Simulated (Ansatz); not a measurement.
# C₂H₈B₂: up Jacob's ladder to CCSD(T)

One table from this session's results is given with a row withheld; the runs are named, their logs left out.

The runs use Ansatz 0.2.0, Gaussian basis; functionals in def2-TZVPP, the program's frozen cores in correlated methods.

The runs, in order: LDA (SPW92), PBE-D4, revPBE-D4, BLYP-D4, r2SCAN-D4, B97M-V, PBE0-D4, B3LYP-D4, r2SCANh-D4, r2SCAN0-D4, HSE06-D4, BHLYP-D4, CAM-B3LYP-D4, LC-ωPBE, ωB97X-V, ωB97M-V, B2PLYP, PBE-QIDH; CCSD(T)/def2-SVP; CCSD(T)/def2-TZVPP; MP2/def2-QZVPP; extrapolation to the limit; RPA on PBE.

### The relaxed structure

The geometry comes from an earlier relaxation with PBE0-D4 in a triple-zeta def2 set; it is a stationary point, not always the lowest conformer.

12 atoms, charge 0, spin multiplicity 1.

Atoms are counted from 1 here; the program's logs count them from 0.

Bond lengths: B1–C2 1.548 Å, B1–H5 1.198 Å, B1–H6 1.197 Å, C2–B3 1.568 Å, C2–H7 1.090 Å, C2–H8 1.100 Å, B3–C4 1.557 Å, B3–H9 1.202 Å, C4–H10 1.092 Å, C4–H11 1.097 Å, C4–H12 1.098 Å. Angles: C2–B1–H5 120.1°, C2–B1–H6 121.5°, H5–B1–H6 118.4°, B1–C2–B3 107.0°, B1–C2–H7 113.5°, B1–C2–H8 106.3°, B3–C2–H7 112.7°, B3–C2–H8 104.6°, H7–C2–H8 112.1°, C2–B3–C4 123.0°, C2–B3–H9 118.7°, C4–B3–H9 118.3°, B3–C4–H10 115.5°, B3–C4–H11 109.3°, B3–C4–H12 109.7°, H10–C4–H11 108.7°, H10–C4–H12 108.6°, H11–C4–H12 104.4°.

The first run:

Contents of in.yaml:

```yaml
crystal:
  periodic: [false, false, false]
  atoms:
    - {symbol: B, position_ang: [-0.725097, 1.603191, -0.240168]}
    - {symbol: C, position_ang: [-1.041384, 0.268468, 0.477684]}
    - {symbol: B, position_ang: [0.321935, -0.479840, 0.677109]}
    - {symbol: C, position_ang: [1.091585, -1.165279, -0.489872]}
    - {symbol: H, position_ang: [-0.378088, 1.600596, -1.387082]}
    - {symbol: H, position_ang: [-0.782914, 2.651345, 0.335773]}
    - {symbol: H, position_ang: [-1.590251, 0.396606, 1.410463]}
    - {symbol: H, position_ang: [-1.593852, -0.348652, -0.246729]}
    - {symbol: H, position_ang: [0.805183, -0.513953, 1.777053]}
    - {symbol: H, position_ang: [0.618158, -1.093272, -1.470916]}
    - {symbol: H, position_ang: [1.246478, -2.224863, -0.250271]}
    - {symbol: H, position_ang: [2.105047, -0.749748, -0.558941]}
basis:
  gaussian: {orbitals: def2-TZVPP}
hamiltonian: {xc: lda}
output: {orbitals: {seedname: orbitals}}
```

The run is started by

```
> ansatz run in.yaml --threads 2 --pin off --events-out ev --progress --plain --max-ram 4352MiB
```

Steps of the session up to this table: LDA; PBE-D4 (GGA); revPBE-D4 (GGA); BLYP-D4 (GGA); r2SCAN-D4 (meta-GGA); B97M-V (meta-GGA); PBE0-D4 (hybrid); B3LYP-D4 (hybrid); r2SCANh-D4 (hybrid); r2SCAN0-D4 (hybrid); HSE06-D4 (hybrid); BHLYP-D4 (hybrid); CAM-B3LYP-D4 (range-separated); LC-ωPBE (range-separated); ωB97X-V (range-separated); ωB97M-V (range-separated); B2PLYP (double hybrid); PBE-QIDH (double hybrid).

One of the session's tables, all rows but one given; the rest of the session is left out.

It belongs to the step «Frontier levels by functional». 

```
  functional  HOMO (eV)  LUMO (eV)  gap (eV)
 LDA (SPW92)      -7.35      -2.99      4.36
      PBE-D4      -7.33      -2.72      4.61
   revPBE-D4      -7.30      -2.61      4.70
     BLYP-D4      -7.27      -2.57      4.70
   r2SCAN-D4      -7.61      -2.35      5.26
      B97M-V      -7.71      -2.44      5.27
     PBE0-D4      -8.68      -1.73      6.95
    B3LYP-D4      -8.50      -1.95      6.55
  r2SCANh-D4      -8.11      -2.02      6.09
  r2SCAN0-D4      -8.86      -1.52      7.34
    HSE06-D4          ?          ?         ?
    BHLYP-D4      -9.97      -0.69      9.28
CAM-B3LYP-D4     -10.12      -0.63      9.49
     LC-ωPBE     -11.48       0.58     12.05
     ωB97X-V     -11.12       0.46     11.58
     ωB97M-V     -10.98       0.21     11.19
```

Q: Estimate the row for HSE06-D4 from the others.

The run gave: HOMO (eV): -8.27; LUMO (eV): -2.11; gap (eV): 6.16. In the column «HOMO (eV)» it lies between B3LYP-D4 (-8.50) and r2SCANh-D4 (-8.11).
